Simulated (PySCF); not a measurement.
# C2H3BN2Se: the cost of one run

Computed with PySCF 2.14.0, with density-fitted response routines of our own, on a single molecule in the gas phase. Atoms are numbered from 0 throughout.

**1. The molecule as given**

9 atoms, charge 0, multiplicity 1; geometry from: GFN2-xTB. The atoms were then displaced at random by about 0.01 Å, so the start is not that level's minimum.

Bonds of the start (Å): N0–C1 1.12, C1–B2 1.55, B2–N3 1.50, N3–C4 1.13, C4–Se5 1.81, B2–H6 1.17, B2–H7 1.20, Se5–H8 1.45.

**2. Geometry optimisation at PBE0-D3(BJ)/def2-SVP**

What the job is given:

```
{"job": {"xc": "PBE0", "basis": "def2-SVP", "d3": "d3bj", "grid": 1, "shake": 0.01, "kind": "geom"}, "charge": 0, "multiplicity": 1}
N     -1.470170     1.622020    -1.683100
C     -1.191290     0.615000    -1.284590
B     -0.801960    -0.788710    -0.751200
N      0.236890    -0.494820     0.295090
C      0.961770    -0.141830     1.083060
Se     2.167870     0.237200     2.373840
H     -1.700840    -1.323360    -0.225320
H     -0.225080    -1.417930    -1.594410
H      2.080630     1.675270     2.180150
```

Launch:

```
> OMP_NUM_THREADS=1 python probes_run.py task.json out
```

The driver reads the jobs from task.json and runs them one after another.

**Question.** How long does this first job take on 1 thread of Arm Neoverse V2, shared host, and how much memory does it need?

About 35 s, with a peak of 0.47 GiB.
